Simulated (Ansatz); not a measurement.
Geometry optimisation, DFT PBE-D3(BJ), scalar-relativistic, plane waves, PAW (Ansatz).

The input (input.yaml):

```yaml
crystal:
  lattice:
    - [5.048742, 0.0, 0.0]
    - [2.524371, 4.372339, 0.0]
    - [0.0, 0.0, 16.676426]
  atoms:
    - { symbol: H, position: [0.1666667, 0.1666667, 0.0599649] }
    - { symbol: H, position: [0.6666667, 0.1666667, 0.0599649] }
    - { symbol: H, position: [0.1666667, 0.6666667, 0.0599649] }
    - { symbol: H, position: [0.6666667, 0.6666667, 0.0599649] }
    - { symbol: C, position: [0.1666667, 0.1666667, 0.1259263] }
    - { symbol: C, position: [0.6666667, 0.1666667, 0.1259263] }
    - { symbol: C, position: [0.1666667, 0.6666667, 0.1259263] }
    - { symbol: C, position: [0.6666667, 0.6666667, 0.1259263] }
    - { symbol: C, position: [-0.1666667, 0.3333333, 0.1568253] }
    - { symbol: C, position: [0.3333333, 0.3333333, 0.1568253] }
    - { symbol: C, position: [-0.1666667, 0.8333333, 0.1568253] }
    - { symbol: C, position: [0.3333333, 0.8333333, 0.1568253] }
    - { symbol: C, position: [-0.1666667, 0.3333333, 0.2495223] }
    - { symbol: C, position: [0.3333333, 0.3333333, 0.2495223] }
    - { symbol: C, position: [-0.1666667, 0.8333333, 0.2495223] }
    - { symbol: C, position: [0.3333333, 0.8333333, 0.2495223] }
    - { symbol: C, position: [0.0, 0.0, 0.2804213] }
    - { symbol: C, position: [0.5, 0.0, 0.2804213] }
    - { symbol: C, position: [0.0, 0.5, 0.2804213] }
    - { symbol: C, position: [0.5, 0.5, 0.2804213] }
    - { symbol: F, position: [0.0169202, -0.0092843, 0.3949543] }
    - { symbol: H, position: [-0.175523, 0.1107884, 0.4189402] }
basis:
  ecutwfc: 420.0
kpoints:
  mp_grid: { grid: [3, 3, 1] }
hamiltonian:
  xc: pbe
  dispersion: d3bj
  pseudopotentials: { kind: paw, azcp: { folder: soft_1 } }
scf:
  occupations: { method: fermi_dirac, width: 0.02 }
  lower_state_search: "off"
relax:
  f_tol: 0.03
  max_steps: 60
  adjacent_minimum: "off"
  constraints: [{ sites: [0, 1, 2, 3, 4, 5, 6, 7, 8, 9, 10, 11] }]
output:
  write_density: true
  write_potential: true
  elf: true
  volumetric_format: npy
```

Command:

```bash
$ ansatz run input.yaml --threads 1 --pin off --max-ram 3072MiB --backend cpu --events-out ev --progress --plain --runs-dir out
```

Question: Where does it end, and by what steps?

Answer: The forces met the threshold. The force dipped under the threshold on the way, but the program's further checks kept it going. Limits of this set-up: thin slab, slab without dipole correction. After 16 steps the energy has fallen by 2.596 eV; F21 moved furthest, 1.74 Å.

```tsv
step	energy less start (eV)	largest force component (eV/Å)	accepted
0	0.0000	6.352	yes
1	-1.3901	2.444	yes
2	-1.9915	1.744	yes
3	-2.1317	1.620	yes
4	-2.2144	1.145	yes
5	-2.2997	0.849	yes
6	-2.3894	0.375	yes
7	-2.4696	0.190	yes
8	-2.5336	0.409	yes
9	-2.5676	0.346	yes
10	-2.5834	0.221	yes
11	-2.5835	0.313	yes
12	-2.5935	0.080	yes
13	-2.5950	0.074	yes
14	-2.5959	0.030	yes
15	-2.5963	0.023	yes
16	-2.5964	0.020	yes
```

```xyz
22
Lattice="5.0487 0.0000 0.0000 2.5244 4.3723 0.0000 0.0000 0.0000 16.6764" Properties=species:S:1:pos:R:3
H 1.262 0.729 1.000
H 3.787 0.729 1.000
H 2.524 2.915 1.000
H 5.049 2.915 1.000
C 1.262 0.729 2.100
C 3.787 0.729 2.100
C 2.524 2.915 2.100
C 5.049 2.915 2.100
C 0.000 1.457 2.615
C 2.524 1.457 2.615
C 1.262 3.644 2.615
C 3.787 3.644 2.615
C -0.005 1.462 4.261
C 2.529 1.462 4.261
C 1.262 3.639 4.284
C 3.786 3.630 4.275
C 0.002 0.000 4.506
C 2.522 0.000 4.507
C 1.262 2.181 4.545
C 3.786 2.183 4.686
F -1.255 1.028 6.981
H -1.259 1.706 6.224
```

Time of the run: 5.6 min on 1 thread of Arm Neoverse N1, with other jobs on the host, peak memory 0.53 GiB.
